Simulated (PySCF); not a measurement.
# Argon: the same states on changed settings

One table from this session's results is given with a row withheld; the runs are named, their logs left out.

Method: unrestricted determinants in a Gaussian basis, no spin-orbit coupling in the energies. Code: PySCF 2.14.0.

## The system

| Item | Value |
| --- | --- |
| Element | argon (Z = 18) |
| Basis | x2c-SVPall (4s3p1d, 18 functions) |
| Hamiltonian | scalar relativity by spin-free X2C-1e |
| State 1 | Ar: [Ar], closed-shell 1S |
| State 2 | Ar⁺: [Ne] 3s2 3p5, 2P determinant |
| Methods | UHF, B3LYP, r2SCAN, MP2, CCSD(T) |
| Core shells frozen in the correlated runs | valence: [Ne] (for Ar) |

Outer shells as boxes (Hund's rule):

Ar [Ar]
```
[Ne] core
3s [↑↓]
3p [↑↓][↑↓][↑↓]
```

Ar+ [Ne] 3s2 3p5
```
[Ne] core
3s [↑↓]
3p [↑↓][↑↓][↑ ]
```

The sound run (x2c-SVPall, scalar relativity by spin-free X2C-1e, symmetry-adapted start, fine grid, valence correlation) gave:

| species | method | energy (hartree) |
| --- | --- | --- |
| Ar | UHF | -528.41203 |
| Ar | B3LYP | -529.16405 |
| Ar | r2SCAN | -529.11918 |
| Ar | MP2 (valence) | -528.55330 |
| Ar | CCSD(T) (valence) | -528.56533 |
| Ar⁺ | UHF | -527.87589 |
| Ar⁺ | B3LYP | -528.59039 |
| Ar⁺ | r2SCAN | -528.53926 |
| Ar⁺ | MP2 (valence) | -527.99013 |
| Ar⁺ | CCSD(T) (valence) | -528.00746 |

The runs were made by one driver on top of PySCF. The scripts below sum up each run's settings (the driver also hands on starting orbitals that pick excited configurations, and frozen orbitals as a list rather than a count), and the logs come from the driver's own runs.

The first run:

It was started by

```console
> OMP_NUM_THREADS=1 python atomrun2.py TASK.json OUT
```

File input.py:

```python
from pyscf import gto, scf, dft, mp, cc
import basis_set_exchange as bse
mol = gto.M(atom="Ar 0 0 0", charge=0, spin=0, symmetry="D2h",
            basis=gto.basis.parse(bse.get_basis("x2c-SVPall", elements=["Ar"], fmt="nwchem", header=False)),
            nucmod="G")
mf = scf.UHF(mol).sfx2c1e()
mf.irrep_nelec = {'Ag': (3, 3), 'B1u': (2, 2), 'B2u': (2, 2), 'B3u': (2, 2)}
mf.init_guess = "minao"
mf.max_cycle = 50
mf.kernel()
```

Steps of the session up to this table: Changed run, Ar; Changed run, Ar⁺: the ladder of methods.

One of the session's tables, all rows but one given; the rest of the session is left out.

Ionisation energy of Ar:

| method | sound run (eV) |
| --- | --- |
| UHF | 14.589 |
| B3LYP | 15.610 |
| r2SCAN | ? |
| MP2 | 15.325 |
| SCS-MP2 | 15.237 |
| CCSD | 15.185 |
| CCSD(T) | 15.180 |

Estimate the missing values for r2SCAN.

The run gave: sound run (eV): 15.781. In the column «sound run (eV)» it is the highest.
